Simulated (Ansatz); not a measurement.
# BCl2H: the cost of one run

The runs use Ansatz 0.2.0, Gaussian basis; PBE0-D4/def2-TZVP structures, single points in def2-TZVPP, no counterpoise correction.

Levels: SPW92, PBE-D4, BLYP-D4, r2SCAN-D4, B97M-V, PBE0-D4, B3LYP-D4, r2SCAN0-D4, BHLYP-D4, CAM-B3LYP-D4, wB97X-V, wB97M-V, B2PLYP, PBE-QIDH, RPA on PBE, Hartree-Fock, MP2, CCSD, CCSD(T).

Correlated methods freeze the cores. B3LYP uses VWN-RPA correlation. B2PLYP carries no dispersion term here.

94 further runs of the same task are left out: 94 set aside as unsound or not needed.

### 1 Starting geometry

The complex: 9 atoms, charge 0, spin multiplicity 1.

Atoms are counted from 1 here; the program's logs count them from 0.

Bond lengths: B1–Cl3 1.734 Å, B1–Cl4 1.734 Å, B1–H6 1.187 Å, Cl2–Si5 2.024 Å, Si5–Cl7 2.021 Å, Si5–Cl8 2.020 Å, Si5–Cl9 2.020 Å. Angles: Cl3–B1–Cl4 120.8°, Cl3–B1–H6 119.6°, Cl4–B1–H6 119.6°, Cl2–Si5–Cl7 109.2°, Cl2–Si5–Cl8 109.4°, Cl2–Si5–Cl9 109.3°, Cl7–Si5–Cl8 109.6°, Cl7–Si5–Cl9 109.6°, Cl8–Si5–Cl9 109.7°.

As a file:

```mol
BCl6HSi
  3D, bonds by distance, orders not assigned

  9  7  0  0  0  0  0  0  0  0999 V2000
   -2.1310    0.5929   -0.1441 B   0  0
    0.3399   -1.6253    0.8221 Cl  0  0
   -2.5889   -0.3473   -1.5273 Cl  0  0
   -2.9930    0.4479    1.3537 Cl  0  0
    1.7912   -0.4084    0.1069 Si  0  0
   -1.2264    1.3563   -0.2275 H   0  0
    1.7907    1.3176    1.1585 Cl  0  0
    3.5839   -1.3195    0.2993 Cl  0  0
    1.4335   -0.0142   -1.8416 Cl  0  0
  1  3  8  0
  1  4  8  0
  1  6  8  0
  2  5  8  0
  5  7  8  0
  5  8  8  0
  5  9  8  0
M  END
```

Its parts: BHCl2 holds atoms 1, 3, 4, 6; SiCl4 holds atoms 2, 5, 7, 8, 9. Each part counts its atoms afresh in its own runs.

### 2 Relaxing BHCl2 alone

The input, relax-a/in.yaml:

```yaml
crystal:
  periodic: [false, false, false]
  atoms:
    - {symbol: B, position_ang: [-2.130979, 0.592873, -0.144084]}
    - {symbol: Cl, position_ang: [-2.588897, -0.347309, -1.527254]}
    - {symbol: Cl, position_ang: [-2.992976, 0.447933, 1.353683]}
    - {symbol: H, position_ang: [-1.226358, 1.356299, -0.227462]}
basis:
  gaussian: {orbitals: def2-TZVP}
hamiltonian: {xc: pbe0, dispersion: d4}
relax: {f_tol: 0.005, max_steps: 200}
```

Run with:

```bash
> ansatz run in.yaml --threads 4 --pin off --events-out ev --progress --plain --max-ram 63488MiB --backend cpu
```

Q: Estimate wall time and peak memory on 4 threads of AMD EPYC 7R13, shared host.

About 3.4 s, with a peak of 0.74 GiB.
